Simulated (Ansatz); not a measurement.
# ZrBr: pressure against volume

One table from this session's results is given with a row withheld; the runs are named, their logs left out.

Computed with Ansatz 0.2.0 (DFT LDA, scalar-relativistic, unless a step's input says otherwise).

## The structure to begin with

It takes space group R-3m (No. 166, trigonal). The conventional cell has a = 3.503 Å, b = 3.503 Å, c = 28.071 Å, α = 90.00°, β = 90.00°, γ = 120.00°. Zr (site symmetry 3m) is surrounded by 3 Br at 2.74 Å and 3 Zr at 3.13 Å. Br (site symmetry 3m) has 3 Zr at 2.74 Å in its first shell of neighbours.

Coordinates:

```xyz
4
Lattice="1.7516 1.0113 9.3570 -1.7516 1.0113 9.3570 0.0000 -2.0225 9.3570" Properties=species:S:1:pos:R:3 pbc="T T T"
Zr    0.0000    0.0000    5.8725
Zr    0.0000    0.0000   22.1985
Br    0.0000    0.0000   10.9954
Br    0.0000    0.0000   17.0756
```

Atoms are numbered in the order of the input: Zr1, Zr2, Br3, Br4.

Set-up of the first run:

input.yaml

```yaml
crystal:
  lattice:
    - [1.7278788722, 0.997591332, 9.2305385518]
    - [-1.7278788722, 0.997591332, 9.2305385518]
    - [0.0, -1.9951826639, 9.2305385518]
  atoms:
    - { symbol: Zr, position: [0.2092, 0.2092, 0.2092] }
    - { symbol: Zr, position: [0.7908, 0.7908, 0.7908] }
    - { symbol: Br, position: [0.3917, 0.3917, 0.3917] }
    - { symbol: Br, position: [0.6083, 0.6083, 0.6083] }
kpoints:
  mp_grid: { grid: [10, 10, 10] }
  band_path:
    path:
      - [0.0, 0.0, 0.0]
      - [0.5, 0.5, 0.5]
      - [0.8255465159, 0.1744534841, 0.5]
      - [0.5, -0.1744534841, 0.1744534841]
      - [0.5, 0.0, 0.0]
      - [0.0, 0.0, 0.0]
      - [0.3372267421, -0.3372267421, 0.0]
      - [0.6627732579, 0.0, 0.3372267421]
      - [0.5, 0.0, 0.5]
    npoints: 5
scf:
  occupations: { method: fermi_dirac, width: 0.02 }
hamiltonian:
  xc: lda
  pseudopotentials: { kind: all_electron, lapw: { basis_error: 0.0005 } }
output:
  forces: true
  stress: true
  eigenvalues: true
```

The run is started by

```
$ ansatz run input.yaml --threads 1 --pin off --max-ram 4096MiB --backend cpu --events-out ev --progress --plain --runs-dir out
```

Steps of the session up to this table: Volume × 0.96, LAPW; Volume × 0.96, PAW; Volume × 0.96, crystal datasets; Volume × 0.99, LAPW; Volume × 0.99, PAW; Volume × 0.99, crystal datasets; Volume × 1.02, LAPW; Volume × 1.02, PAW; Volume × 1.02, crystal datasets; Volume × 1.06, LAPW; Volume × 1.06, PAW; Volume × 1.06, crystal datasets.

One table of the session follows, with a row left open; its other results are not shown here.

| method | volume (Å³/atom) | pressure (GPa) | largest force (eV/Å) |
| --- | --- | --- | --- |
| LAPW | 23.866 | 0.07 | 0.490 |
| LAPW | 24.612 | -2.47 | 0.463 |
| LAPW | 25.358 | -4.64 | 0.446 |
| LAPW | 26.352 | -7.01 | 0.554 |
| PAW | 23.866 | 0.06 | 0.489 |
| PAW | 24.612 | ? | ? |
| PAW | 25.358 | -4.65 | 0.445 |
| PAW | 26.352 | -7.03 | 0.555 |
| crystal datasets | 23.866 | 0.07 | 0.490 |
| crystal datasets | 24.612 | -2.47 | 0.463 |
| crystal datasets | 25.358 | -4.63 | 0.446 |
| crystal datasets | 26.352 | -7.01 | 0.554 |

Q: Estimate the row for PAW, 24.612 from the others.

The run gave: pressure (GPa): -2.49; largest force (eV/Å): 0.462. In the column «pressure (GPa)» it lies between crystal datasets, 25.358 (-4.63) and LAPW, 24.612 (-2.47).

Caveats from the session: Shape and positions are held, so a fully relaxed modulus can be lower. Warnings in the runs' records: gradients without spin orbit, crystal datasets made.
